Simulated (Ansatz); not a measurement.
What does this script print? It uses Ansatz 0.2.0, Python API.

`agb2.extxyz`
```text
3
Lattice="3.02680393 0.0 0.0 -1.51340197 2.6212891 0.0 0.0 0.0 4.063922" Properties=species:S:1:pos:R:3 pbc="T T T"
Ag    0.00000000    0.00000000    0.00000000
B    -0.00000002    1.74752607    2.03196100
B     1.51340198    0.87376302    2.03196100
```

`phonons_agb2.py`
```python
'''Harmonic phonons of AgB2.'''

from pathlib import Path

import ansatz
import numpy as np


def main() -> None:
    crystal = ansatz.Crystal.from_extxyz('agb2.extxyz')

    # the cell itself: zone-centre modes alone
    job = crystal.calculation()
    job = job.functional('pbe').pseudopotentials('paw')
    job = job.occupations('cold', width=100 * ansatz.meV)
    job = job.kpoints(10, 10, 7).phonons('fd', supercell=1)
    done = job.run(threads=1, runs_dir='phonon_runs')
    folder = Path(done.output_folder) / 'results'
    ph = done.phonons

    print('modes at Gamma (1/cm):', np.round(ph.gamma_omega_inv_cm, 1) + 0.0)
    print(f'{ph.n_members} displaced supercells, sum-rule residual {ph.asr_residual_pre_ev_ang2:.1e} eV/A^2')
    optical = np.sort(ph.gamma_omega_inv_cm)
    print('imaginary modes at Gamma:', int((optical < -10).sum()), '- highest mode', round(float(optical[-1]), 1), '1/cm')


if __name__ == '__main__':
    main()
```

`python phonons_agb2.py` gives:
```text
DeckWarning: basis.ecutwfc = 420 eV, auto-derived from the records' recommended cutoffs: set by Ag (normal level)
RunWarning: on the 23×23×15 q-mesh 916 entries of the irreducible table, 2.013e0 modes per cell, the lowest at -49.13 cm⁻¹, stand at or below zero and are read as no rigid motion or as one in doubt: [...]
modes at Gamma (1/cm): [-49.1 -49.1   0.    0.    0.  284.1 524.6 524.6 528.4]
4 displaced supercells, sum-rule residual 6.6e-04 eV/A^2
imaginary modes at Gamma: 2 - highest mode 528.4 1/cm
```
(Warnings from the package without file and line, shortened.)

Reading the output:
- The cell isn't relaxed first, so the values belong to this volume.
- For a metal this k-point mesh is coarse: on a finer one energies can move by several to tens of meV an atom and pressures by half a GPa or more, differences at one mesh by less.
- Some modes are imaginary (printed negative) at these settings, from an unstable structure or from unconverged force constants, so sums over modes carry no meaning.
- This cell is a computed structure, which may not be the phase found in nature.
- The structure is taken as given and the supercell is small; imaginary modes can come from an unrelaxed or unstable start. Phonons of metals also depend on mesh and smearing.
- It ran for 38 s on 1 thread of AMD EPYC 7R43 64-Core Processor (Zen 3), on a shared host, peak memory 0.53 GiB.

(Lines on the test bed's own set-up are left out of the output.)
